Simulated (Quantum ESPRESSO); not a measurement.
**KTaO3: Wannier functions under several settings**

```xyz
5
Lattice="3.9883 0.0000 0.0000 0.0000 3.9883 0.0000 0.0000 0.0000 3.9883" Properties=species:S:1:pos:R:3 pbc="T T T"
Ta    0.0000    0.0000    0.0000
K     1.9942    1.9942    1.9942
O     0.0000    0.0000    1.9942
O     0.0000    1.9942    0.0000
O     1.9942    0.0000    0.0000
```

All runs used Quantum ESPRESSO 7.5; potentials GBRV 1.5 PBEsol; k mesh 4 × 4 × 4; given cell; no spin polarisation; cutoff 762 eV; occupations fermi-dirac, width 0.05 eV.

```csv
level,start,Wannier mesh,functions,spread a function (Å²),RMS miss of the bands (meV)
PBEsol,atomic projections with disentanglement,4 × 4 × 4,25,0.87,2
PBEsol,"atomic projections with disentanglement, not minimised",4 × 4 × 4,?,?,?
PBEsol,SCDM with an erfc weight,4 × 4 × 4,25,2.25,52
PBEsol,SCDM on the occupied bands,4 × 4 × 4,20,0.68,9
```

Q: What stands in the row left open?

A: Functions 25; spread a function 3.77 Å²; RMS miss of the bands 7 meV.

Caveats: the Wannier minimisation didn't converge (some runs).

